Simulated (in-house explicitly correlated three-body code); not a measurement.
**Two electrons around a charge of +9.2: exact states and exact Kohn–Sham parts**

The task here is to estimate one member of a computed series from the others.

Program: in-house explicitly correlated three-body code version 1. Level of theory: two electrons, non-relativistic, variational in exponentially correlated functions. These are calculated values, not measurements, unless marked.

## Starting point

| Property | Result |
| --- | --- |
| charge of the centre | +9.2 |
| mass of the centre | infinite |
| interactions | Coulomb |
| basis | 260 functions exp(−a r1 − b r2 − g r12) a state, exponent ranges optimised |
| units | hartree and bohr; relativity and QED are left out |

Set-up of the first run:

Settings:

```ini
Z = 9.2
interaction_strength = 1.0
functions = 260
states_tried = 13
```

Run with:

```sh
$ python run_hyl.py task.json out
```

Among the steps run: Input and results.

One table of the session follows, with a row left open; its other results are not shown here.

It belongs to the step «Levels». 

| state | binding (eV) | excitation (eV) | ⟨r12⟩ (bohr) |
| --- | --- | --- | --- |
| 1 ¹S | 999.385 | 0 | 0.2505 |
| 2 ³S | 242.155 | 757.230 | 0.7216 |
| 2 ³P | 233.426 | 765.960 | 0.6336 |
| 2 ¹S | 232.949 | 766.436 | 0.7378 |
| 2 ¹P | 227.034 | 772.352 | 0.6285 |
| 3 ³S | 105.378 | 894.007 | 1.602 |
| 3 ³P | 102.994 | 896.391 | 1.517 |
| 3 ¹S | 102.944 | 896.441 | 1.635 |
| 3 ¹P | ? | ? | ? |
| 4 ³S | 58.7148 | 940.671 | 2.858 |
| 4 ³P | 57.7376 | 941.648 | 2.784 |
| 4 ¹S | 57.7291 | 941.656 | 2.904 |
| 4 ¹P | 57.0111 | 942.374 | 2.818 |

Estimate the missing values for 3 ¹P.

**Answer.** binding (eV): 101.228; excitation (eV): 898.157; ⟨r12⟩ (bohr): 1.539. In the column «binding (eV)» it lies between 4 ³S (58.7148) and 3 ¹S (102.944).
